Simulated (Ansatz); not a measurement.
What does this script print? It uses the Ansatz DFT code, driven from Python.

Input file `albfh3o.xyz`:
```text
7

B    -1.12190    0.80510    0.13320
Al    0.38820   -0.36600   -0.47100
O     1.90500   -0.41080    0.50250
F     0.30900   -1.36610   -1.95380
H    -2.16460    0.87340   -0.52990
H    -1.06740    1.52830    1.09230
H     1.81310   -1.13200    1.18100
```

`run_tae.py`:
```python
"""Energy to split AlBFH3O into its atoms."""

from collections import Counter

import ansatz as az


def energy_of(molecule, charge=0, unpaired=0):
    calc = molecule.calculation().basis(gaussian="def2-SVPD").correlation("mp2")
    if charge:
        calc = calc.charge(charge)
    if unpaired:
        calc = calc.spin("collinear", total=unpaired)
    return calc.run(threads=1).report["free_energy_ev"]

geometry = az.Crystal.molecule_from_extxyz("albfh3o.xyz")

# Hund ground states
unpaired = {"B": 1, "Al": 1, "O": 2, "F": 1, "H": 1}
counts = Counter(site.symbol for site in geometry.cartesian_sites)
atom_energy = {s: energy_of(az.Crystal.molecule().atom(s, (0, 0, 0)), 0, unpaired[s]) for s in counts}
whole = energy_of(geometry, 0, 0)
for s, e in atom_energy.items():
    print(f"{s:2s} x{counts[s]}  {e:14.5f} eV")
print(f"AlBFH3O: {whole:.5f} eV")
split = sum(counts[s] * e for s, e in atom_energy.items()) - whole
print(f"atomisation energy (no zero-point term): {23.060548 * split:.1f} kcal/mol, {split / sum(counts.values()):.3f} eV an atom")
```

`python run_tae.py` gives:
```text
B  x1      -667.72875 eV
Al x1     -6580.30017 eV
O  x1     -2036.27028 eV
F  x1     -2705.78400 eV
H  x3       -13.58606 eV
AlBFH3O: -12055.88463 eV
atomisation energy (no zero-point term): 577.5 kcal/mol, 3.578 eV an atom
```

577.5 kcal/mol from the electronic energies, without the zero-point term.

Caveats:
- Total energies depend on the basis set; only differences at equal settings carry meaning.
- The geometry is a force-field or estimated start, not a minimum of this method, and the basis set is short of its limit. All parts are taken at fixed geometry, without zero-point energy.
- In double-zeta sets correlated atomisation energies come out some 10 to 15 % low.
- Wall time of the script: 2.5 s on 1 thread of Arm Neoverse V1, with other jobs on the host, peak memory 0.25 GiB.
